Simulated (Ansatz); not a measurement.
I need a relaxation followed by a look at the electronic structure of CoW3, space group Pm-3m. Use Ansatz 0.2.0, Python API. Use (first run): PBE, PAW, the default cutoff (420 eV here), 6×6×6 k-points, Gaussian smearing of 0.1 eV, collinear spin.

```yaml
crystal:
  lattice:
    - [3.90735, 0.00000, 0.00000]
    - [0.00000, 3.90735, 0.00000]
    - [0.00000, 0.00000, 3.90735]
  atoms:
    - { symbol: Co, position: [0.00000, 0.00000, 0.00000] }
    - { symbol: W, position: [0.00000, 0.50000, 0.50000] }
    - { symbol: W, position: [0.50000, 0.00000, 0.50000] }
    - { symbol: W, position: [0.50000, 0.50000, 0.00000] }
```

Script `pipeline_cow3.py`:
```python
'''From the given cell of CoW3 to a relaxed cell, its gap and its density of states.'''

import ansatz
import numpy as np
from pymatgen.core import Lattice, Structure
from pymatgen.io.ase import AseAtomsAdaptor


def count_gap(report):
    # lowest empty less highest filled band, counting bands; zero where they overlap
    return max(report.get('gap_by_band_count_ev') or 0.0, 0.0)


def configured(crystal, spacing):
    return (
        crystal.calculation()
        .occupations(ansatz.OccupationsMethod.GAUSSIAN, width=0.1)
        .spin(ansatz.SpinTreatment.COLLINEAR)
        .kpoints(spacing=spacing)
    )

pmg_structure = Structure(
    Lattice([[3.907351, 0.0, 0.0], [0.0, 3.907351, 0.0], [0.0, 0.0, 3.907351]]),
    ['Co', 'W', 'W', 'W'],
    [
        [0.0, 0.0, 0.0],
        [0.0, 0.5, 0.5],
        [0.5, 0.0, 0.5],
        [0.5, 0.5, 0.0],
    ],
)
system = ansatz.Crystal.from_ase(AseAtomsAdaptor.get_atoms(pmg_structure)).moments(Co=3.2)

relaxed = configured(system, 0.3).relax(cell=True, force_tolerance=0.01, max_steps=40).checkpoint(write='relax.run', compress=False).run(threads=1, backend='cpu')
cell = np.asarray(relaxed.lattice.cell_ang)
print('relaxed edges (A):', np.linalg.norm(cell, axis=1).round(4), ' volume:', round(abs(np.linalg.det(cell)), 3), 'A^3')
for site in relaxed.lattice.sites:
    print(' ', site.symbol, np.round(site.position_frac, 4) + 0.0)

final = ansatz.Crystal.from_checkpoint('relax.run')
result = configured(final, 0.22).functional('pbesol').stress().band_table().density_of_states(energy_step=0.05).run(threads=1, backend='cpu')
rep = result.report
dos = result.density_of_states()
print(f'pressure at the relaxed cell {np.trace(rep["stress_gpa"]) / 3:.3f} GPa, gap by band count {count_gap(rep):.3f} eV')
if count_gap(rep) == 0:
    print('states/eV at the Fermi level:', round(float(np.interp(dos.fermi_ev, dos.energies_ev, dos.spin_summed_g_bin_mean_per_ev)), 3))
print(f'net moment {rep["magnetization_mub"]:.3f} muB, absolute {rep["absolute_magnetization_mub"]:.3f} muB')
for index, (site, m) in enumerate(zip(result.lattice.sites, rep['site_moments_mub'])):
    print(f'  {index:2d} {site.symbol:2s} {m:7.3f}')
```

`python pipeline_cow3.py` gives:
```text
DeckWarning: basis.ecutwfc = 420 eV, auto-derived from the records' recommended cutoffs: set by Co (normal level)
DeckWarning: where an SCF of this run starts from atoms to list the orders of its open shells, Co (site 0, from 0) starts with 3.00 μB on its 3d shell, in the place of the 3.20 μB that the deck gives it: its open shells can hold no more by Hund's first rule. To start from spheres of the given moment, type scf.initial_density.shell_occupations: []
relaxed edges (A): [3.8995 3.8995 3.8995]  volume: 59.297 A^3
  Co [0. 0. 0.]
  W [0.  0.5 0.5]
  W [0.5 0.  0.5]
  W [0.5 0.5 0. ]
DeckWarning: crystal.checkpoint: the structure is that of relax.run, a `relax` run, at its step 3: its result, under pbe at a charge of 0 e; 4 atoms read, 1 with a starting moment [...]
RunWarning: the starting moments were not kept: the SCF closed with an absolute magnetisation of 4.1e-6 μB, where they sum to 3.2 μB in size (1 site). That is at most 0.1 of that sum. Measured as dr2_m measures the in/out step, that magnetisation stands 2.5e-11 eV from none, at or under the dr2_threshold of 1.0e-7 eV: it is no larger than a step whose dr2_m would equal this threshold. The system may hold no moment; this SCF shows only that its start led to no more than that. To try another [...]
pressure at the relaxed cell -9.009 GPa, gap by band count 0.000 eV
states/eV at the Fermi level: 4.851
net moment -0.000 muB, absolute 0.000 muB
   0 Co  -0.000
   1 W   -0.000
   2 W   -0.000
   3 W   -0.000
```
(Warnings from the package without file and line, shortened.)

Caveats:
- The SCF didn't keep the moments it started from (some shrank, vanished or turned); what is printed is the state reached.
- The zero of the levels is a convention of the potentials, so an absolute Fermi energy is no work function.
- A gap by band count of zero or less means overlapping bands, a metal.
- The structure comes from a database of computed cells and needn't be a stable or known phase.
- Gaps and levels are Kohn-Sham values on a finite set of k-points, without spin-orbit coupling.
- Where the second run takes another functional or mesh than the relaxation, its pressure isn't zero; pressure is positive in compression.
- The computed bands are complete only to about 4.2 eV above the Fermi level; beyond that the density of states is undercounted.
- Finished in 55 s on 1 thread of Arm Neoverse V2, with other jobs on the host, peak memory 0.58 GiB.
